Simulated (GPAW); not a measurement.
A run of GPAW 26.7.0 is set up as follows.

File run.py:

```python
from ase.dft.bandgap import bandgap
from ase.io import read, write
from ase.units import Bohr, GPa
from gpaw import GPAW, PW
from gpaw.elf import elf_from_dft_calculation

atoms = read('PmSe.xyz')
atoms.set_initial_magnetic_moments([0.0, 0.0])

calc = GPAW(mode=PW(800),
            xc='LDA',
            kpts={'size': (5, 5, 5), 'gamma': True},
            occupations={'name': 'methfessel-paxton', 'order': 0, 'width': 0.05},
            setups={'Pm': ':f,4.0'},
            spinpol=True,
            nbands=24,
            convergence={'density': 1e-05, 'energy': 1e-05},
            maxiter=150,
            txt='gpaw.txt')
atoms.calc = calc
energy = atoms.get_potential_energy()
forces = atoms.get_forces()
stress = atoms.get_stress()
calc.write('gs.gpw')
write('result.traj', atoms)
print(f'Energy: {energy:.6f} eV')
print('Forces (eV/A):')
print(forces.round(4))
print('Stress (GPa):', (stress / GPa).round(3))
print('Moments:', calc.get_magnetic_moments().round(3))
print('Fermi level:', round(calc.get_fermi_level(), 4), 'eV')
print(f'Gap: {bandgap(calc)[0]:.4f} eV, direct: {bandgap(calc, direct=True)[0]:.4f} eV')

# fields on the real-space grid
write('density.cube', atoms, data=calc.get_pseudo_density() * Bohr**3)
write('potential.cube', atoms, data=calc.get_electrostatic_potential())
write('spin.cube', atoms, data=(calc.get_pseudo_density(spin=0) - calc.get_pseudo_density(spin=1)) * Bohr**3)
write('elf.cube', atoms, data=elf_from_dft_calculation(calc).data)
```

Contents of PmSe.xyz:

```xyz
2
Lattice="3.5352226700 0.0000000000 0.0000000000 0.0000000000 3.5352226700 0.0000000000 0.0000000000 0.0000000000 3.5352226700" Properties=species:S:1:pos:R:3 pbc="T T T"
Pm     0.0000000000      0.0000000000      0.0000000000
Se     1.7676113350      1.7676113350      1.7676113350
```

Potentials or basis: the program's PAW data sets (release 1.2.1) made for this functional, pw.

Launch:

```sh
$ OMP_NUM_THREADS=1 python run.py
```

**Question.** Estimate the net moment.

**Answer.** 0.00 μB per cell.

**Question.** What does it give for the band gap on the k mesh?

**Answer.** None (metal or under the smearing width).

Caveat: one-centre terms of the f shell are cut off; the magnetic or orbital state may not be the lowest; the run has no moments, though such compounds are often magnetic; a magnetic state may lie lower; spin-orbit coupling is left out, which moves the levels of the heavy elements.
